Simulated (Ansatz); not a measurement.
**Si2H4OF2 (SMILES O[SiH](F)[SiH2]F): HF/3-21G**

What is the electronic atomisation energy of Si2H4OF2 at HF/3-21G? 

The results are computed with Ansatz 0.2.0.

57 further runs of the same task are left out: 57 set aside as unsound or not needed.

**1. The structure to begin with**

The species is Si2H4OF2 (9 atoms), meant as a singlet with charge 0. As SMILES, `O[SiH](F)[SiH2]F`. The shape is that of a PBE0-D4/def2-TZVP optimisation. This is one conformer, not always the lowest.

Bond lengths: O1–Si2 1.634 Å, Si2–F3 1.601 Å, Si2–Si4 2.358 Å, Si4–F5 1.612 Å, O1–H6 0.959 Å, Si2–H7 1.480 Å, Si4–H8 1.485 Å, Si4–H9 1.487 Å. Some angles: O1–Si2–F3 110.8°, O1–Si2–Si4 109.5°, F3–Si2–Si4 107.8°, Si2–Si4–F5 106.0°, O1–Si2–H7 106.2°, F3–Si2–H7 107.1°, Si4–Si2–H7 115.4°, Si2–O1–H6 118.4°, Si2–Si4–H8 114.0°, Si2–Si4–H9 111.6°.

**2. The energy at HF/3-21G**

Input file in.yaml:

```yaml
crystal:
  periodic: [false, false, false]
  atoms:
    - {symbol: O, position_ang: [0.844300, 1.766700, -0.485000]}
    - {symbol: Si, position_ang: [0.969400, 0.137800, -0.453100]}
    - {symbol: F, position_ang: [0.986700, -0.459700, -1.938500]}
    - {symbol: Si, position_ang: [-0.894000, -0.772400, 0.668300]}
    - {symbol: F, position_ang: [-2.133900, 0.202600, 0.333800]}
    - {symbol: H, position_ang: [-0.014200, 2.154900, -0.665100]}
    - {symbol: H, position_ang: [2.284600, -0.163900, 0.153800]}
    - {symbol: H, position_ang: [-1.253000, -2.143900, 0.226600]}
    - {symbol: H, position_ang: [-0.701500, -0.768300, 2.142300]}
basis:
  gaussian:
    orbitals: 3-21G.json
hamiltonian:
  xc: hf
output: {orbitals: {seedname: orbitals}}
accuracy: high
```

The basis set 3-21G is read from a file made from the Basis Set Exchange's data (not shown).

Run with:

```console
ansatz run in.yaml --threads 1 --pin off --max-ram 2610MiB --events-out events.jsonl --progress --plain --runs-dir runs
```

Output:

```text
Warning: RAYON_NUM_THREADS=1 ignored (pool sized by the plan → 1); use --threads N
Functional definition: HF
  name "HF"
  exchange = exact_x
  correlation = 0
1362 factors; integrals over basis functions are off by at most 7.8e-9 eV
mean field evaluation 1: about -23112.4235 eV, gradient 4.3e1 eV
mean field evaluation 2: about -23112.7782 eV, gradient 4.4e1 eV
mean field evaluation 4: about -23116.2554 eV, gradient 1.9e0 eV
mean field evaluation 8: about -23116.2952 eV, gradient 2.3e-1 eV
mean field evaluation 16: about -23116.2954 eV, gradient 1.6e-8 eV
mean field -23116.29535310 eV, -849.5081854385 hartree, gradient 3.5e-8 eV, S^2 0.000000; 0 other end points of the search recorded, 0 dependent functions left out
reference -23116.29535310 eV, -849.5081854385 hartree; 29, 29 occupied and 32, 32 virtual orbitals, 1362 factors
Total energy: -23116.29535310 eV, -849.5081854385 hartree
```

Wall time 0.99 s (1 thread of Arm Neoverse V2, shared host); peak memory 0.15 GiB.

**3. The F atom, same level**

Input file input.yaml:

```yaml
crystal:
  periodic: [false, false, false]
  atoms:
    - symbol: F
      position_ang: [0.000000, 0.000000, 0.000000]
basis:
  gaussian:
    orbitals: 3-21G.json
magnetization:
  spin_polarized: true
  initial_magnetization: 1
hamiltonian:
  xc: hf
accuracy: high
```

The basis set 3-21G is read from a file made from the Basis Set Exchange's data (not shown).

Run with:

```console
ansatz run input.yaml --threads 1 --pin off --max-ram 2610MiB --events-out events.jsonl --progress --plain --runs-dir runs
```

Output:

```text
Warning: RAYON_NUM_THREADS=1 ignored (pool sized by the plan → 1); use --threads N
Functional definition: HF
  name "HF"
  exchange = exact_x
  correlation = 0
42 factors; integrals over basis functions are off by at most 1.1e-8 eV
mean field evaluation 1: about -2689.6565 eV, gradient 4.1e0 eV
mean field evaluation 2: about -2689.6568 eV, gradient 4.1e0 eV
mean field evaluation 4: about -2689.7090 eV, gradient 3.8e-1 eV
mean field evaluation 8: about -2689.7097 eV, gradient 1.4e-7 eV
mean field evaluation 16: about -2689.7097 eV, gradient 2.7e-2 eV
mean field -2689.70972651 eV, -98.8450092986 hartree, gradient 5.0e-8 eV, S^2 0.750308; 0 other end points of the search recorded, 0 dependent functions left out
reference -2689.70972651 eV, -98.8450092986 hartree; 5, 4 occupied and 4, 5 virtual orbitals, 42 factors
Total energy: -2689.70972651 eV, -98.8450092986 hartree
```

Run time: 0.04 s. Hardware: 1 thread of Arm Neoverse V2, shared host.

**4. The H atom**

Input file run.yaml:

```yaml
basis:
  gaussian: {orbitals: 3-21G.json}
crystal:
  periodic: [false, false, false]
  atoms:
    - {symbol: H, position_ang: [0.000000, 0.000000, 0.000000]}
total_charge: 0
magnetization: {spin_polarized: true, initial_magnetization: 1}
hamiltonian: {xc: hf}
accuracy: high
```

The basis set 3-21G is read from a file made from the Basis Set Exchange's data (not shown).

Run the same way, it converges to -0.49620 Eh (log not shown).

**5. The O atom**

Input file input.yaml:

```yaml
crystal:
  periodic: [false, false, false]
  atoms:
    - {symbol: O, position_ang: [0.000000, 0.000000, 0.000000]}
basis:
  gaussian:
    orbitals: 3-21G.json
magnetization:
  spin_polarized: true
  initial_magnetization: 2
hamiltonian:
  xc: hf
accuracy: high
```

The basis set 3-21G is read from a file made from the Basis Set Exchange's data (not shown).

Run the same way, it converges to -74.39366 Eh (log not shown).

**6. The Si atom at the same level**

Input file input.yaml:

```yaml
crystal:
  periodic: [false, false, false]
  atoms:
    - {symbol: Si, position_ang: [0.000000, 0.000000, 0.000000]}
basis:
  gaussian:
    orbitals: 3-21G.json
accuracy: high
hamiltonian:
  xc: hf
magnetization:
  spin_polarized: true
  initial_magnetization: 2
```

The basis set 3-21G is read from a file made from the Basis Set Exchange's data (not shown).

Run the same way, it converges to -287.34443 Eh (log not shown).

**7. Outcome**

At HF/3-21G:

| quantity | value |
| --- | --- |
| molecule: total energy | -849.50819 Eh |
| molecule: HOMO energy | -11.30 eV |
| molecule: LUMO energy | 2.72 eV |
| molecule: HOMO–LUMO gap | 14.01 eV |
| F atom: total energy | -98.84501 Eh |
| F atom: ⟨S²⟩ | 0.750 |
| H atom: total energy | -0.49620 Eh |
| H atom: ⟨S²⟩ | 0.750 |
| O atom: total energy | -74.39366 Eh |
| O atom: ⟨S²⟩ | 2.001 |
| Si atom: total energy | -287.34443 Eh |
| Si atom: ⟨S²⟩ | 2.000 |
| electronic atomisation energy | 20.432 eV |

In words: Taking the molecule apart into free atoms costs 20.43 eV (1971 kJ/mol), before zero-point energy and without spin-orbit coupling. Hartree–Fock lacks the correlation of the bonding pairs, which as a rule makes this value much too low; in minimal bases other errors can mask that. The basis has no polarisation functions, which makes bonds too weak.
